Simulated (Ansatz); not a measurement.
# GeH2S: single points off equilibrium

An exercise on one series of results from a longer session: the logs are not shown, and one member is left open.

Method: single points in def2-TZVPP; program: Ansatz 0.2.0, Gaussian basis.

Correlated methods freeze the cores. Filled d shells of the heavier atoms are correlated.

**Where the work starts**

4 atoms, charge 0, spin multiplicity 1.

Atoms are counted from 1 here; the program's logs count them from 0.

Bond lengths: S1–Ge2 2.297 Å, S1–H3 1.443 Å, Ge2–H4 1.628 Å. Angles: Ge2–S1–H3 99.1°, S1–Ge2–H4 92.5°.

Geometry (Å):

```xyz
4
charge 0, multiplicity 1
S    -0.6234   -1.1054    0.2470
Ge   -0.8558    0.9778   -0.6936
H     0.7032   -0.9611    0.7963
H     0.6532    1.4162   -0.2678
```

The first run:

The input, run/in.yaml:

```yaml
crystal:
  periodic: [false, false, false]
  atoms:
    - {symbol: S, position_ang: [-0.623400, -1.105400, 0.247000]}
    - {symbol: Ge, position_ang: [-0.855800, 0.977800, -0.693600]}
    - {symbol: H, position_ang: [0.703200, -0.961100, 0.796300]}
    - {symbol: H, position_ang: [0.653200, 1.416200, -0.267800]}
basis:
  gaussian: {orbitals: def2-TZVPP}
correlation: {method: ccsd_t}
output: {forces: true}
```

No record of the launch command was kept for these runs.

Steps of the session up to this table: CCSD(T)/def2-TZVPP; PBE0-D4/def2-TZVPP; wB97M-V/def2-TZVPP; r2SCAN-D4/def2-TZVPP; PBE-D4/def2-TZVPP; BHLYP-D4/def2-TZVPP; r2SCANh-D4/def2-TZVPP.

One table of the session follows, with a row left open; its other results are not shown here.

| method | RMS force component (eV/Å) | angle to CCSD(T) forces (°) | dipole (D) |
| --- | --- | --- | --- |
| CCSD(T) | 0.918 | reference | 1.03 |
| PBE0-D4 | ? | ? | ? |
| wB97M-V | 0.949 | 1.8 | 1.16 |
| r2SCAN-D4 | 0.886 | 3.1 | 0.96 |
| PBE-D4 | 0.746 | 9.3 | 0.87 |
| BHLYP-D4 | 1.028 | 2.3 | 1.22 |
| r2SCANh-D4 | 0.931 | 2.8 | 1.02 |

Estimate the missing values for PBE0-D4.

**Answer.** RMS force component (eV/Å): 0.910; angle to CCSD(T) forces (°): 3.7; dipole (D): 1.08. In the column «RMS force component (eV/Å)» it lies between r2SCAN-D4 (0.886) and CCSD(T) (0.918).
